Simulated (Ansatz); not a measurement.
Al3Au:

```xyz
4
Lattice="-2.0253 2.0253 4.0566 2.0253 -2.0253 4.0566 2.0253 2.0253 -4.0566" Properties=species:S:1:pos:R:3 pbc="T T T"
Au    0.0000    0.0000    0.0000
Al    0.0000    0.0000    4.0566
Al    2.0253    0.0000    2.0283
Al    0.0000    2.0253    2.0283
```

The cell comes from a database or a generator and needn't be the stable form of this composition.

- Program: Ansatz 0.2.0
- Task: single point
- Functional: PBEsol
- Potentials or basis: all-electron LAPW, scalar-relativistic
- Cutoff: 194 eV (chosen from the basis error)
- Basis error allowed: 0.001 eV/atom
- k mesh: 9 × 9 × 9
- Occupations: fermi-dirac, width 0.05 eV
- Spin: no spin polarisation

On this cell: pressure -2.6 GPa; largest force under 0.003 eV/Å; band gap on the k mesh none (metal or under the smearing width).

The same run follows on a disturbed copy (atoms moved at random, drawn with an rms of 0.05 Å):

```
CELL_PARAMETERS angstrom
-2.02533 2.02533 4.05660
2.02533 -2.02533 4.05660
2.02533 2.02533 -4.05660
ATOMIC_POSITIONS crystal
Au 0.00708 0.99517 0.00214
Al 0.50900 0.50760 0.99975
Al 0.25261 0.75989 0.49439
Al 0.73829 0.24193 0.48663
```

What changes?

The energy (extrapolated to zero smearing) moves by +4.2 meV/atom; pressure -2.4 GPa; largest force 0.276 eV/Å; band gap on the k mesh none (metal or under the smearing width).

Forces on the atoms (eV/Å):
```
Au   0.020 -0.055  0.055
Al  -0.046 -0.008 -0.232
Al  -0.061  0.015 -0.081
Al   0.087  0.048  0.257
```

Stress tensor (GPa, compression positive):
```
-1.97  0.00  0.04
 0.00 -2.62  0.01
 0.04  0.01 -2.64
```
